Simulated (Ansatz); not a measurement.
# La3Pd5: a short molecular-dynamics run

What does La3Pd5 do over 30 steps of 1 fs at constant energy, with velocities drawn for 900 K? The cell is a randomly packed cell of 16 atoms, taken as it stands, without a relaxation.

All numbers below are computed with Ansatz 0.2.0 (DFT PBE+D3(BJ) with three-body term, plane waves, PAW, scalar-relativistic, no spin polarisation).

## 1. Starting point

The cell holds 16 atoms (La6Pd10): a = 7.023 Å, b = 8.354 Å, c = 6.762 Å, α = 89.23°, β = 74.90°, γ = 93.81°.

As a file:

```xyz
16
Lattice="6.7441 -0.5713 1.8740 -0.2513 8.2425 1.3353 -0.1079 -0.9945 6.6879" Properties=species:S:1:pos:R:3 pbc="T T T"
Pd    5.2490    4.2938    6.2287
Pd    3.7474    2.1628    2.0109
Pd    2.5399    3.1657    7.5514
Pd    3.6108    4.4179    3.2381
La    1.9338    2.2637    4.3453
La    5.3271    0.7133    3.9285
La    2.3047    7.7271    3.8881
La    2.7650   -0.4990    6.0565
La    4.8936    5.7789    8.8613
La    1.0733    5.1015    5.9071
Pd    5.8998    2.4038    8.5786
Pd    6.2659    6.6002    6.4041
Pd    1.0714    4.7406    2.8176
Pd    6.3775    0.2111    7.3184
Pd    4.4766    1.8947    6.4426
Pd    1.3076    2.0312    1.3685
```

## 2. Molecular dynamics

Input file input.yaml:

```yaml
crystal:
  lattice:
    - [6.744114, -0.571302, 1.873972]
    - [-0.251283, 8.242488, 1.335309]
    - [-0.107876, -0.994547, 6.687861]
  atoms:
    - { symbol: Pd, position: [0.81159, 0.646552, 0.574844] }
    - { symbol: Pd, position: [0.568522, 0.311356, 0.079204] }
    - { symbol: Pd, position: [0.410622, 0.522306, 0.909779] }
    - { symbol: Pd, position: [0.56107, 0.599876, 0.207186] }
    - { symbol: La, position: [0.307852, 0.355397, 0.492505] }
    - { symbol: La, position: [0.801879, 0.181511, 0.326477] }
    - { symbol: La, position: [0.383293, 0.997203, 0.274861] }
    - { symbol: La, position: [0.424691, 0.062307, 0.774149] }
    - { symbol: La, position: [0.772888, 0.867528, 0.935205] }
    - { symbol: La, position: [0.196765, 0.71525, 0.685309] }
    - { symbol: Pd, position: [0.907182, 0.46735, 0.935201] }
    - { symbol: Pd, position: [0.971682, 0.92843, 0.499927] }
    - { symbol: Pd, position: [0.185806, 0.617693, 0.245908] }
    - { symbol: Pd, position: [0.9652, 0.187406, 0.786414] }
    - { symbol: Pd, position: [0.688425, 0.361831, 0.698178] }
    - { symbol: Pd, position: [0.205494, 0.271869, 0.092757] }
kpoints:
  mp_grid: { grid: [2, 2, 2], shift: [0.5, 0.5, 0.5] }
magnetization:
  spin_polarized: false
scf:
  occupations: { method: fermi_dirac, width: 0.05 }
hamiltonian:
  pseudopotentials: { kind: paw }
  xc: pbe
  dispersion: d3bjatm
basis:
  ecutwfc: 420
md:
  timestep: 1.0
  n_steps: 30
  ensemble: nve
  temperature: 900.0
  initial_velocities: maxwell_boltzmann
  seed: 693278
```

Launch:

```console
> ansatz run input.yaml --threads 2 --pin off --max-ram 2560MiB --backend cpu --events-out ev --progress --plain --runs-dir out
```

The log of the run (excerpt; [...] marks lines left out):

```text
Warning: md: disabling space-group detection — thermal motion breaks the input geometry's symmetry, so no spatial operation reduces the k-mesh or symmetrises the density; time reversal is kept, so that k and −k are solved as one point where they differ and the mesh holds both, and exact [...]
Warning: RAYON_NUM_THREADS=2 ignored (pool sized by the plan → 2); use --threads N
[...]
Pseudopotentials: kind: paw
Pseudopotential: Pd, paw, valence charge 18, recommended cutoff 420 eV (normal), Pd.paw.azcp
Pseudopotential: La, paw, valence charge 11, recommended cutoff 420 eV (normal), La.paw.azcp
Functional definition: PBE
[...]
Crystal: 16 atoms, lattice volume = 381.980 Å³
Basis set: ecut = 420 eV, 7439 PW (Γ), exchange–correlation on 96×120×96 points (8 copies of the dense FFT grid, shifted against one another)
Bands: 148, of which v1, the nominal top of the filled ones, is band 123 counted from 1 (122 counted from 0)
Symmetry: 1 space group operations
k-points: 4 of 8 (time reversal used)
[...]
SCF iter   1: F=—  HF=-107239.215296 eV  |F-HF|=—  |Δ(HF+E_count)|=         —  Δρ=5.04e-3  dr2=1.37e-1  ethr=1.77e-3  ⟨swp⟩=8.5  Hψ=2549  notcnv=0
[...]
md step     0: t =     0.00 fs  T =   900.0 K  F+E_penalty+E_count = -107239.22993779 eV  E_kin = 1.745010 eV  conserved = -107237.48492780 eV  (10 SCF iters)
[...]
md step     5: t =     5.00 fs  T =   957.8 K  F+E_penalty+E_count = -107239.34213147 eV  E_kin = 1.857151 eV  conserved = -107237.48498012 eV  (2 SCF iters)
[...]
md step    10: t =    10.00 fs  T =  1047.7 K  F+E_penalty+E_count = -107239.51652111 eV  E_kin = 2.031474 eV  conserved = -107237.48504716 eV  (8 SCF iters)
[...]
md step    15: t =    15.00 fs  T =  1155.6 K  F+E_penalty+E_count = -107239.72575724 eV  E_kin = 2.240646 eV  conserved = -107237.48511126 eV  (3 SCF iters)
[...]
md step    20: t =    20.00 fs  T =  1267.6 K  F+E_penalty+E_count = -107239.94288292 eV  E_kin = 2.457721 eV  conserved = -107237.48516162 eV  (9 SCF iters)
md step    21: t =    21.00 fs  T =  1289.4 K  F+E_penalty+E_count = -107239.98518401 eV  E_kin = 2.500014 eV  conserved = -107237.48516964 eV  (2 SCF iters)
```

## 3. The output, continued

The log, continued (excerpt; [...] marks lines left out):

```text
md step    22: t =    22.00 fs  T =  1310.8 K  F+E_penalty+E_count = -107240.02673837 eV  E_kin = 2.541561 eV  conserved = -107237.48517698 eV  (3 SCF iters)
[...]
md step    24: t =    24.00 fs  T =  1352.2 K  F+E_penalty+E_count = -107240.10706233 eV  E_kin = 2.621873 eV  conserved = -107237.48518979 eV  (2 SCF iters)
[...]
md step    26: t =    26.00 fs  T =  1391.3 K  F+E_penalty+E_count = -107240.18286704 eV  E_kin = 2.697667 eV  conserved = -107237.48520050 eV  (2 SCF iters)
[...]
md step    28: t =    28.00 fs  T =  1427.7 K  F+E_penalty+E_count = -107240.25332067 eV  E_kin = 2.768113 eV  conserved = -107237.48520725 eV  (3 SCF iters)
md step    29: t =    29.00 fs  T =  1444.7 K  F+E_penalty+E_count = -107240.28632066 eV  E_kin = 2.801110 eV  conserved = -107237.48521094 eV  (2 SCF iters)
[...]
md step    30: t =    30.00 fs  T =  1460.9 K  F+E_penalty+E_count = -107240.31773549 eV  E_kin = 2.832521 eV  conserved = -107237.48521407 eV  (9 SCF iters)
NSCF: frozen V_eff on 4 k-points
[...]
SCF converged after 9 iterations
Free energy (F): -107240.317735 eV
[...]
E sigma→0 (E₀):  -107240.247666 eV
Entropy (-TS):   -0.140140 eV (-8.759 meV/atom)
Fermi energy:    13.957859 eV
[...]
--- Forces (eV/Å), atoms counted from 1 ---
  atom   1  Pd    -0.36023887     0.69074376    -0.49366713
  atom   2  Pd    -0.23604696    -0.55688599     0.13173010
  atom   3  Pd     0.00824396     0.77768392    -0.04311608
  atom   4  Pd     0.29321701     0.15854948     0.46823607
  atom   5  La     0.12366817     1.46413479    -0.57768486
  atom   6  La     0.40237633     0.46829148     0.76400348
  atom   7  La    -0.59777198    -1.58821585    -0.35804562
  atom   8  La     0.16565789     0.38135185     0.09345318
[...]
--- Band table (eV) ---
[...]
--- MD trajectory: 30 steps, t = 0.0 → 30.0 fs ---
  final state: T = 1460.9 K   F+E_penalty+E_count = -107240.31773549 eV   E_kin = 2.832521 eV
  conserved energy: peak-to-peak 2.863e-4 eV (1.789e-5 eV/atom) over 30.0 fs
```

It took 5.9 min on 2 threads of an Arm CPU, shared host; peak memory 1 GiB.

## 4. The trajectory

The trajectory, every 2 steps (energies from step 0); msd is the mean square displacement from the start, the centre of mass held:

| time (fs) | T (K) | potential energy change (meV/atom) | total energy change (meV/atom) | msd La (Å²) | msd Pd (Å²) |
| --- | --- | --- | --- | --- | --- |
| 0.0 | 900 | 0.0 | 0.00 | 0.000 | 0.000 |
| 2.0 | 918 | -2.2 | 0.00 | 0.000 | 0.000 |
| 4.0 | 943 | -5.2 | 0.00 | 0.000 | 0.000 |
| 6.0 | 974 | -8.9 | 0.00 | 0.001 | 0.001 |
| 8.0 | 1009 | -13.2 | -0.01 | 0.001 | 0.001 |
| 10.0 | 1048 | -17.9 | -0.01 | 0.002 | 0.002 |
| 12.0 | 1090 | -23.0 | -0.01 | 0.003 | 0.002 |
| 14.0 | 1133 | -28.3 | -0.01 | 0.004 | 0.003 |
| 16.0 | 1178 | -33.7 | -0.01 | 0.006 | 0.005 |
| 18.0 | 1223 | -39.2 | -0.01 | 0.007 | 0.006 |
| 20.0 | 1268 | -44.6 | -0.01 | 0.009 | 0.008 |
| 22.0 | 1311 | -49.8 | -0.02 | 0.011 | 0.009 |
| 24.0 | 1352 | -54.8 | -0.02 | 0.013 | 0.011 |
| 26.0 | 1391 | -59.6 | -0.02 | 0.015 | 0.014 |
| 28.0 | 1428 | -64.0 | -0.02 | 0.017 | 0.016 |
| 30.0 | 1461 | -68.0 | -0.02 | 0.020 | 0.019 |

time (fs), T (K) and a bar:
```
      0.0        900 
      1.0        908 
      3.0        930 ##
      4.0        943 ##
      5.0        958 ###
      7.0        991 #####
      8.0       1009 ######
      9.0       1028 #######
     10.0       1048 ########
     12.0       1090 ##########
     13.0       1111 ###########
     14.0       1133 ############
     16.0       1178 ###############
     17.0       1201 ################
     18.0       1223 #################
     20.0       1268 ####################
     21.0       1289 #####################
     22.0       1311 ######################
     23.0       1332 #######################
     25.0       1372 #########################
     26.0       1391 ##########################
     27.0       1410 ###########################
     29.0       1445 #############################
     30.0       1461 ##############################
```

Pair distribution over the second half of the run:

```
r (Å)  g Pd–Pd  g Pd–La
 0.68     0.00     0.00
 0.84     0.00     0.00
 1.00     0.00     0.00
 1.16     0.00     0.00
 1.32     0.00     0.00
 1.48     0.00     0.00
 1.64     0.00     0.00
 1.80     0.00     0.00
 1.96     0.00     0.00
 2.12     0.00     0.00
 2.28     0.00     0.00
 2.44     1.12     0.00
 2.60     4.79     0.17
 2.76     3.09     1.87
 2.92     1.98     3.82
 3.08     1.20     2.05
```

First peaks of g(r) (not always the tallest), and, where a minimum follows, the mean number of second-named atoms round a first-named one up to the next minimum:

```csv
pair,peak (Å),height,minimum (Å),neighbours
Pd–Pd,2.68,4.9,-,-
```

## 5. Snapshots as a file

Extended XYZ, with forces in eV/Å:

```xyz
16
Lattice="6.744 -0.571 1.874 -0.251 8.242 1.335 -0.108 -0.995 6.688" Properties=species:S:1:pos:R:3:forces:R:3 pbc="T T T" time_fs=5.0 T=958 dE=-0.1122
Pd    5.255    4.284    6.228   -0.405    0.091   -0.398
Pd    3.769    2.142    2.002    0.658   -2.567    1.007
Pd    2.531    3.154    7.527   -0.463    2.033   -1.669
Pd    3.610    4.427    3.228    1.082    1.048    1.544
La    1.910    2.241    4.363   -0.512    0.857    0.122
La    5.345    0.724    3.924    1.134    0.838    0.511
La    2.292    7.738    3.888   -0.812   -1.372   -0.643
La    2.758   -0.491    6.070   -0.222    0.492    0.492
La    4.897    5.780    8.848   -0.118   -0.938    0.361
La    1.076    5.105    5.931    0.409   -0.933    0.078
Pd    5.897    2.415    8.568    1.627    1.484    1.269
Pd    6.263    6.579    6.410    0.541    1.176    0.057
Pd    1.062    4.755    2.818   -1.436    0.537    0.484
Pd    6.392    0.209    7.314    0.405   -1.136   -0.241
Pd    4.493    1.911    6.441    0.081   -1.292   -2.327
Pd    1.302    2.029    1.376   -1.969   -0.317   -0.647
16
Lattice="6.744 -0.571 1.874 -0.251 8.242 1.335 -0.108 -0.995 6.688" Properties=species:S:1:pos:R:3:forces:R:3 pbc="T T T" time_fs=10.0 T=1048 dE=-0.2866
Pd    5.260    4.275    6.226   -0.383    0.216   -0.441
Pd    3.792    2.116    1.996    0.399   -2.208    0.903
Pd    2.521    3.148    7.498   -0.423    1.843   -1.329
Pd    3.612    4.438    3.222    0.923    0.837    1.309
La    1.886    2.221    4.381   -0.386    0.999   -0.008
La    5.364    0.736    3.919    1.030    0.786    0.576
La    2.277    7.746    3.886   -0.778   -1.422   -0.594
La    2.750   -0.483    6.084   -0.155    0.489    0.426
La    4.899    5.780    8.835   -0.219   -0.966    0.405
La    1.080    5.107    5.955    0.460   -0.943    0.049
Pd    5.898    2.430    8.560    1.645    1.424    1.269
Pd    6.261    6.561    6.416    0.576    1.283    0.018
Pd    1.049    4.771    2.820   -1.236    0.463    0.404
Pd    6.407    0.204    7.310    0.310   -1.049   -0.182
Pd    4.509    1.925    6.434   -0.031   -1.542   -2.241
Pd    1.292    2.025    1.381   -1.733   -0.212   -0.565
16
Lattice="6.744 -0.571 1.874 -0.251 8.242 1.335 -0.108 -0.995 6.688" Properties=species:S:1:pos:R:3:forces:R:3 pbc="T T T" time_fs=15.0 T=1156 dE=-0.4958
Pd    5.264    4.266    6.222   -0.362    0.355   -0.476
Pd    3.816    2.085    1.991    0.170   -1.790    0.738
Pd    2.510    3.145    7.467   -0.346    1.599   -0.975
Pd    3.615    4.451    3.218    0.754    0.630    1.064
La    1.861    2.202    4.399   -0.260    1.130   -0.141
La    5.386    0.750    3.916    0.909    0.723    0.636
La    2.262    7.752    3.883   -0.741   -1.469   -0.538
La    2.742   -0.473    6.099   -0.083    0.476    0.351
La    4.902    5.778    8.823   -0.319   -0.992    0.444
La    1.084    5.108    5.978    0.502   -0.929    0.023
Pd    5.903    2.449    8.556    1.597    1.315    1.216
Pd    6.260    6.545    6.423    0.603    1.359   -0.018
Pd    1.033    4.788    2.822   -1.022    0.387    0.322
Pd    6.423    0.196    7.305    0.197   -0.947   -0.108
Pd    4.525    1.935    6.422   -0.149   -1.773   -2.046
Pd    1.278    2.021    1.385   -1.451   -0.075   -0.491
16
Lattice="6.744 -0.571 1.874 -0.251 8.242 1.335 -0.108 -0.995 6.688" Properties=species:S:1:pos:R:3:forces:R:3 pbc="T T T" time_fs=20.0 T=1268 dE=-0.7129
Pd    5.267    4.258    6.218   -0.347    0.492   -0.498
Pd    3.841    2.049    1.989   -0.013   -1.356    0.538
Pd    2.498    3.146    7.434   -0.244    1.329   -0.635
Pd    3.621    4.466    3.217    0.587    0.443    0.833
La    1.835    2.184    4.416   -0.132    1.251   -0.280
La    5.408    0.765    3.914    0.767    0.649    0.688
La    2.245    7.756    3.880   -0.699   -1.514   -0.480
La    2.734   -0.463    6.115   -0.005    0.454    0.270
La    4.903    5.775    8.812   -0.414   -1.017    0.478
La    1.089    5.107    6.002    0.533   -0.886   -0.002
Pd    5.911    2.470    8.554    1.485    1.165    1.118
Pd    6.261    6.532    6.429    0.620    1.402   -0.048
Pd    1.015    4.806    2.825   -0.808    0.313    0.243
Pd    6.439    0.187    7.300    0.070   -0.840   -0.024
Pd    4.541    1.941    6.405   -0.260   -1.966   -1.769
Pd    1.260    2.017    1.389   -1.140    0.082   -0.432
16
Lattice="6.744 -0.571 1.874 -0.251 8.242 1.335 -0.108 -0.995 6.688" Properties=species:S:1:pos:R:3:forces:R:3 pbc="T T T" time_fs=25.0 T=1372 dE=-0.9156
Pd    5.269    4.251    6.213   -0.345    0.610   -0.505
Pd    3.865    2.011    1.987   -0.146   -0.938    0.330
Pd    2.486    3.150    7.398   -0.125    1.052   -0.323
Pd    3.628    4.481    3.218    0.431    0.285    0.633
La    1.809    2.169    4.434   -0.004    1.362   -0.426
La    5.433    0.781    3.913    0.599    0.564    0.731
La    2.227    7.757    3.875   -0.652   -1.553   -0.419
La    2.726   -0.452    6.131    0.078    0.421    0.183
La    4.905    5.769    8.802   -0.501   -1.041    0.506
La    1.095    5.104    6.026    0.552   -0.809   -0.031
Pd    5.923    2.493    8.554    1.322    0.983    0.986
Pd    6.263    6.523    6.435    0.626    1.410   -0.074
Pd    0.995    4.824    2.829   -0.604    0.244    0.170
Pd    6.456    0.176    7.295   -0.066   -0.737    0.067
Pd    4.556    1.943    6.384   -0.352   -2.100   -1.438
Pd    1.241    2.014    1.391   -0.816    0.248   -0.390
16
Lattice="6.744 -0.571 1.874 -0.251 8.242 1.335 -0.108 -0.995 6.688" Properties=species:S:1:pos:R:3:forces:R:3 pbc="T T T" time_fs=30.0 T=1461 dE=-1.0878
Pd    5.271    4.246    6.207   -0.360    0.691   -0.494
Pd    3.889    1.970    1.986   -0.236   -0.557    0.132
Pd    2.474    3.156    7.363    0.008    0.778   -0.043
Pd    3.635    4.497    3.221    0.293    0.159    0.468
La    1.784    2.157    4.450    0.124    1.464   -0.578
La    5.458    0.798    3.914    0.402    0.468    0.764
La    2.207    7.755    3.870   -0.598   -1.588   -0.358
La    2.718   -0.441    6.147    0.166    0.381    0.093
La    4.905    5.762    8.792   -0.576   -1.062    0.526
La    1.102    5.100    6.050    0.558   -0.693   -0.067
Pd    5.937    2.519    8.557    1.125    0.780    0.835
Pd    6.266    6.517    6.441    0.620    1.384   -0.094
Pd    0.973    4.843    2.833   -0.414    0.183    0.103
Pd    6.472    0.163    7.290   -0.208   -0.648    0.160
Pd    4.571    1.940    6.360   -0.420   -2.156   -1.084
Pd    1.219    2.010    1.392   -0.484    0.415   -0.366
```

## 6. Summary of results

```
                             quantity                             value
                               length                  30 steps of 1 fs
     temperature, first and last step                    900 and 1461 K
             temperature, second half  mean 1316 K, from 1156 to 1461 K
        potential energy, second half       -50 meV/atom from the start
   largest change of the total energy                     0.02 meV/atom
mean square displacement, second half             La 0.012, Pd 0.011 Å²
```

The temperature starts at 900 K and averages 1316 K in the second half, where it still rises, from 1156 to 1461 K; the start was no minimum (force components up to 2.8 eV/Å), and the potential energy that it sheds (50 meV/atom) turns into motion. The total energy strays from its start by at most 0.02 meV/atom, under 0.1 % of the mean kinetic energy, so a step of 1 fs is short enough over this time. Over the second half La atoms stand 0.1 Å (root mean square) from where they began, and the farthest move is 0.2 Å. Settings off the usual here: kpoints.mp_grid.shift, hamiltonian.dispersion. A run of 30 fs with 16 atoms shows the motion but fixes no equilibrium value. The k-mesh is coarse.
